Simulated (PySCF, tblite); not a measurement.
**C4H5B2Cl: geometry, infrared bands and NMR shifts**

Aim: predict the infrared bands and NMR shifts of C4H5B2Cl (`ClC1=CBC=CB1`).

Programs: tblite 0.8.0 and PySCF 2.14.0, with density-fitted response routines of our own. Each step states its level of theory. These are calculated values for one molecule in the gas phase, unless marked as measured. Atoms are numbered from 0 throughout.

## 1. Starting geometry

12 atoms, charge 0, multiplicity 1; geometry from: force field or distance geometry start.

Bonds of the start (Å): Cl0–C1 1.77, C1–C2 1.35, C2–B3 1.59, B3–C4 1.57, C4–C5 1.34, C5–B6 1.59, B6–C1 1.58, C2–H7 1.08, B3–H8 1.19, C4–H9 1.09, C5–H10 1.08, B6–H11 1.17.

## 2. Relaxing the molecule with GFN2-xTB

The job: settings as JSON, then the geometry in Å.

```
{"job": {"kind": "relax", "xc": "GFN2-xTB", "basis": "xTB"}, "charge": 0, "multiplicity": 1}
Cl     3.183700     0.466300    -0.037000
C      1.440800     0.168700    -0.025500
C      0.995700    -1.104400     0.033200
B     -0.562500    -1.403400     0.040800
C     -1.554700    -0.185000     0.020900
C     -1.101600     1.080100    -0.034700
B      0.451900     1.394700    -0.055300
H      1.689500    -1.927800     0.058200
H     -0.958100    -2.524200     0.090400
H     -2.626600    -0.371000     0.030400
H     -1.802200     1.905400    -0.057700
H      0.845300     2.499900    -0.089800
```

The run is started by

```
OMP_NUM_THREADS=1 python probes_run.py task.json out
```

One launch serves the whole session: the jobs run in the order shown.

**Question.** This job is followed by: GFN2-xTB harmonic vibrations, gas phase; GIAO PBE0/pcSseg-1 NMR shielding, non-relativistic, gas phase. What will the session give for the following? strongest single infrared mode (GFN2-xTB); zero-point energy (GFN2-xTB); 13C shifts against TMS (PBE0/pcSseg-1); 1H shifts against TMS (PBE0/pcSseg-1); 35Cl shifts against HCl (PBE0/pcSseg-1); 11B shifts against BF3·OEt2 (PBE0/pcSseg-1); surface potential, 1st and 99th percentile.

As calculated:

| quantity | value |
| --- | --- |
| strongest single infrared mode (GFN2-xTB) | 1554 cm⁻¹, 244 km/mol |
| zero-point energy (GFN2-xTB) | 48.9 kcal/mol |
| 13C shifts against TMS (PBE0/pcSseg-1) | 181.1, 166.9, 163.6, 158.4 ppm |
| 1H shifts against TMS (PBE0/pcSseg-1) | 7.69, 7.66, 7.55, 6.19, 6.01 ppm |
| 35Cl shifts against HCl (PBE0/pcSseg-1) | 371 ppm |
| 11B shifts against BF3·OEt2 (PBE0/pcSseg-1) | 59.0, 58.1 ppm |
| surface potential, 1st and 99th percentile | -0.55 V and 1.35 V |

What this shows: The optimisation took 14 steps and gained 0.054 eV; among the close pairs (by a distance rule), C2–B3 changed most, from 1.587 to 1.549 Å. The lowest mode is imaginary (107i cm⁻¹), so the xTB geometry is not a minimum. The strongest single mode, at 1554 cm⁻¹, moves mainly C2 and C1. GFN2-xTB is a fitted tight-binding method: band positions and strengths are rough. Its intensities can rank the bands wrongly. At PBE0/pcSseg-1: The largest span, 450 ppm, is at Cl0, where the paramagnetic term is -567 ppm. NICS(1)zz of 19 ppm above the planar ring from C1 marks a paratropic (antiaromatic) ring current. By nearest atom (PBE0/pcSseg-1), the HOMO sits on C2 26 %; Cl0 26 % and the LUMO on B3, B6 about 24 % each; C1, C4, C5 about 10 % each.
